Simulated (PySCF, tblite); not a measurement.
# C5H7BCl2O2: geometry, infrared bands and NMR shifts

Aim: predict the infrared bands and NMR shifts of C5H7BCl2O2 (`C=C=C(CB(O)O)C(Cl)Cl`).

Computed with tblite 0.8.0 and PySCF 2.14.0, with density-fitted response routines of our own, on a single molecule in the gas phase. Atoms are numbered from 0 throughout.

## (1) The starting structure

17 atoms, charge 0, multiplicity 1; geometry from: force field or distance geometry start.

Bonds of the start (Å): C0–C1 1.31, C1–C2 1.30, C2–C3 1.47, C3–B4 1.59, B4–O5 1.47, B4–O6 1.48, C2–C7 1.47, C7–Cl8 1.76, C7–Cl9 1.79, C0–H10 1.06, C0–H11 1.07, C3–H12 1.10, C3–H13 1.12, O5–H14 0.99, O6–H15 1.01, C7–H16 1.10.

## (2) Optimising the geometry with GFN2-xTB

Job settings and geometry (Å):

```
{"job": {"kind": "relax", "xc": "GFN2-xTB", "basis": "xTB"}, "charge": 0, "multiplicity": 1}
C     -2.184600    -1.877000     0.342800
C     -1.417300    -0.832800     0.164500
C     -0.626400     0.186900     0.007400
C      0.330000     0.111000    -1.111400
B      1.808300     0.225100    -0.540100
O      2.118700    -0.623800     0.616900
O      2.863200     0.542000    -1.534000
C     -0.800300     1.317400     0.929600
Cl    -2.075600     0.974400     2.090400
Cl    -1.237000     2.757800    -0.044800
H     -1.828600    -2.629300     0.993600
H     -3.116100    -1.854100    -0.187400
H      0.211400     0.910600    -1.858900
H      0.283100    -0.874400    -1.643300
H      1.791800    -0.169900     1.428900
H      3.749600     0.259900    -1.131600
H      0.122700     1.588100     1.467400
```

Run with:

```
> OMP_NUM_THREADS=1 python probes_run.py task.json out
```

This one command runs all jobs of the session in turn.

**Question.** This job is followed by: GFN2-xTB harmonic vibrations, gas phase; GIAO PBE0/pcSseg-1 NMR shielding, non-relativistic, gas phase. What will the session give for the following? strongest single infrared mode (GFN2-xTB); zero-point energy (GFN2-xTB); 13C shifts against TMS (PBE0/pcSseg-1); 1H shifts against TMS (PBE0/pcSseg-1, means over atoms taken as alike); 11B shifts against BF3·OEt2 (PBE0/pcSseg-1); 17O shifts against H2O (PBE0/pcSseg-1, means over atoms taken as alike); 35Cl shifts against HCl (PBE0/pcSseg-1, means over atoms taken as alike); surface potential, 1st and 99th percentile.

The runs gave:

| quantity | value |
| --- | --- |
| strongest single infrared mode (GFN2-xTB) | 1318 cm⁻¹, 438 km/mol |
| zero-point energy (GFN2-xTB) | 71.5 kcal/mol |
| 13C shifts against TMS (PBE0/pcSseg-1) | 221.9, 114.4, 85.7, 85.1, 22.9 ppm |
| 1H shifts against TMS (PBE0/pcSseg-1, means over atoms taken as alike) | 5.62, 5.40, 4.59, 1.86 ppm |
| 11B shifts against BF3·OEt2 (PBE0/pcSseg-1) | 27.9 ppm |
| 17O shifts against H2O (PBE0/pcSseg-1, means over atoms taken as alike) | 125.0 ppm |
| 35Cl shifts against HCl (PBE0/pcSseg-1, means over atoms taken as alike) | 312 ppm |
| surface potential, 1st and 99th percentile | -1.05 V and 2.21 V |

Over 89 steps the energy fell by 1.464 eV; of the close pairs, B4–O6 changed most, 1.484 to 1.344 Å. All 45 modes are real, so the xTB geometry is a minimum. The strongest single mode, at 1318 cm⁻¹, moves mainly B4. Unscaled tight-binding wavenumbers are off by several per cent, some by more. Its intensities can rank the bands wrongly. C7 stands next to heavy halogen, whose spin-orbit shielding this run leaves out, so the computed shift lies too far downfield, most of all for carbon beside Br or I. The most deshielded carbon is C1 (central carbon of an allene), at 221.9 ppm: the central sp carbon of an allene is among the most deshielded carbons of hydrocarbons. H16 (hydrogen on an allylic sp3 CH bonded to 2 Cl) lies farthest downfield among hydrogen, at 5.62 ppm; its carbon carries Cl, an electronegative neighbour. At PBE0/pcSseg-1: Shielding is most anisotropic at Cl8, Cl9 (span 648 ppm, paramagnetic term -508 ppm). By nearest atom (PBE0/pcSseg-1), the HOMO sits on C1, C2 about 29 % each; Cl9 8 % and the LUMO on C1 25 %; Cl9 20 %.
